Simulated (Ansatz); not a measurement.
# Pt: strong compression

How does Pt (sc type) answer strong compression? The runs shown use PAW. Its runs: cell relaxed at zero pressure (PAW); volume scaled by 1 (PAW and PAW (cutoff 1000 eV)); volume scaled by 0.88 (PAW); volume scaled by 0.78 (PAW); volume scaled by 0.68 (PAW); volume scaled by 0.58 (PAW); volume scaled by 0.5 (PAW); volume scaled by 0.43 (PAW and PAW (cutoff 800 eV)).

Method: DFT, PBEsol, PAW with Ansatz's default frozen-core files, scalar-relativistic, in Ansatz 0.2.0.

1 further run of the same task is left out (it didn't finish). Runs told in other sessions of the task aren't counted.

**1. Starting point**

Symmetry: Pm-3m, No. 221, cubic system. The conventional cell has a = 2.533 Å, b = 2.533 Å, c = 2.533 Å, α = 90.00°, β = 90.00°, γ = 90.00°. Around Pt (site symmetry m-3m) lie 6 Pt at 2.53 Å.

Structure file:

```cif
data_structure
_symmetry_space_group_name_H-M 'P 1'
_symmetry_Int_Tables_number 1
_cell_length_a 2.5332
_cell_length_b 2.5332
_cell_length_c 2.5332
_cell_angle_alpha 90.000
_cell_angle_beta 90.000
_cell_angle_gamma 90.000
_cell_volume 16.26
loop_
_atom_site_label
_atom_site_type_symbol
_atom_site_fract_x
_atom_site_fract_y
_atom_site_fract_z
_atom_site_occupancy
Pt1 Pt 0.00000 0.00000 0.00000 1
```

Whether this phase is the stable one at these pressures isn't tested.

**2. Cell relaxed at zero pressure, PAW**

The input, input.yaml:

```yaml
crystal:
  lattice:
    - [2.5332185236, 0.0, 0.0]
    - [0.0, 2.5332185236, 0.0]
    - [0.0, 0.0, 2.5332185236]
  atoms:
    - { symbol: Pt, position: [0.0, 0.0, 0.0] }
kpoints:
  mp_grid: { grid: [15, 15, 15] }
scf:
  occupations: { method: fermi_dirac, width: 0.1 }
hamiltonian:
  xc: pbesol
  pseudopotentials: { kind: paw }
output:
  forces: true
  stress: true
relax:
  f_tol: 0.005
  max_steps: 40
  cell: {}
```

Started as:

```bash
$ ansatz run input.yaml --threads 1 --pin off --max-ram 2048MiB --backend cpu --events-out ev --progress --plain --runs-dir out
```

Further steps of the session: Volume scaled by 1, PAW; Volume scaled by 1, PAW (cutoff 1000 eV); Volume scaled by 0.88, PAW; Volume scaled by 0.78, PAW; Volume scaled by 0.68, PAW; Volume scaled by 0.58, PAW; Volume scaled by 0.5, PAW; Volume scaled by 0.43, PAW; Volume scaled by 0.43, PAW (cutoff 800 eV).

**Question.** What will these runs give? Wanted: PAW pressure at 0.43 of the volume; fitted bulk modulus at zero pressure.

The runs gave:

```
                                          quantity       value
                PAW pressure at 0.43 of the volume  1470.6 GPa
PAW (cutoff 800 eV) pressure at 0.43 of the volume  1470.0 GPa
        fitted bulk modulus at zero pressure (PAW)     235 GPa
                           its pressure derivative        4.66
```

What this shows: At 0.43 of the starting volume PAW gives 1471 GPa. A third-order Birch-Murnaghan curve fits the range only roughly (B₀ = 235 GPa, B′ = 4.66, misfit at most 18.94 GPa). A fit over so wide a range leans to the high pressures, so B₀ can be off by several per cent. No all-electron run checks these rows here, and frozen cores can fail under such compression. The ions are at rest, and the electrons smeared by 0.1 eV. Spin-orbit coupling is left out, though the cell holds Pt; in elements this heavy it can shift bands and gaps by tenths of an eV.

At pressures up to 1471 GPa the PAW spheres may overlap and frozen cores may not hold, so those PAW values are rough without an all-electron check.
